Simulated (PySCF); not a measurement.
# From one method to the next for Sn2 (triplet)

Aim: see what other levels and later steps give for Sn2 (triplet).

Program: PySCF 2.14.0. Level of theory: each script names its method and basis. These are calculated values, not measurements.

2 further runs of the same task are left out: 2 that didn't finish.

**1. The starting structure**

Sn2 (triplet): 2 atoms, charge 0, spin multiplicity 3.

Bond lengths: Sn1–Sn2 2.430 Å.

**2. Base script**

input.py reads:

```python
from pyscf import gto, scf

mol = gto.M(
    atom='Sn 0 0 0; Sn 0 0 2.43',
    basis='def2-svp',
    ecp={'Sn': 'def2-svp'},
    charge=0,
    spin=2,
    verbose=4,
)
mf = scf.UHF(mol)
mf.kernel()
mf.nuc_grad_method().kernel()
mf.dip_moment()
print('orbital energies (hartree):', [e[max(0, n-3):n+3].round(4) for e, n in zip(mf.mo_energy, mol.nelec)])
```

Run with:

```
$ OMP_NUM_THREADS=1 python input.py
```

The log of this run is left out.

In short: E(SCF) = -426.678382 Eh, 10 cycles, ⟨S²⟩ = 2.011, μ = 0.00 D, gradient on the second atom -0.0980 Eh/bohr.

The bond length is a typed value, not an optimised one. The triplet is typed in the script; nothing here shows that it is the ground state.

**3. RHF**

Variant 1 changes SCF type: UHF → RHF.

input.py reads:

```python
from pyscf import gto, scf

mol = gto.M(
    atom='Sn 0 0 0; Sn 0 0 2.43',
    basis='def2-svp',
    ecp={'Sn': 'def2-svp'},
    charge=0,
    spin=2,
    verbose=4,
)
mf = scf.RHF(mol)
mf.kernel()
mf.nuc_grad_method().kernel()
mf.dip_moment()
print('orbital energies (hartree):', mf.mo_energy[..., max(0, mol.nelec[1]-3):mol.nelec[0]+3].round(4))
```

Run with:

```
$ OMP_NUM_THREADS=1 python input.py
```

**4. ROHF**

Variant 2 changes SCF type: UHF → ROHF.

input.py reads:

```python
from pyscf import gto, scf

mol = gto.M(
    atom='Sn 0 0 0; Sn 0 0 2.43',
    basis='def2-svp',
    ecp={'Sn': 'def2-svp'},
    charge=0,
    spin=2,
    verbose=4,
)
mf = scf.ROHF(mol)
mf.kernel()
mf.nuc_grad_method().kernel()
mf.dip_moment()
print('orbital energies (hartree):', mf.mo_energy[..., max(0, mol.nelec[1]-3):mol.nelec[0]+3].round(4))
```

**5. R2scan (UKS)**

Variant 3 changes functional: none (Hartree–Fock) → r2scan; SCF type: UHF → UKS; step after the SCF: gradient → analyze.

Changes to input.py since step 2:

```diff
@@ -1,2 +1,2 @@
-from pyscf import gto, scf
+from pyscf import gto, dft
 
@@ -10,5 +10,5 @@
 )
-mf = scf.UHF(mol)
+mf = dft.UKS(mol, xc='r2scan')
 mf.kernel()
-mf.nuc_grad_method().kernel()
+mf.mulliken_pop()
 mf.dip_moment()
```

Q: Predict the outcome of this session. Wanted: for each run, E(SCF); from base; gap, α spin.

As calculated:

```csv
run,E(SCF) (hartree),from base (eV),cycles,"gap, α spin (eV)"
base,-426.678382,0,10,7.48
RHF,-426.675519,+0.0779,8,n/a
ROHF,-426.675519,+0.0779,8,n/a
r2scan (UKS),-428.723208,not comparable,10,2.20
```

In words: Of the runs whose energies can be compared, “RHF” moves the SCF energy most (+0.078 eV). A lower total energy from another functional means nothing by itself.
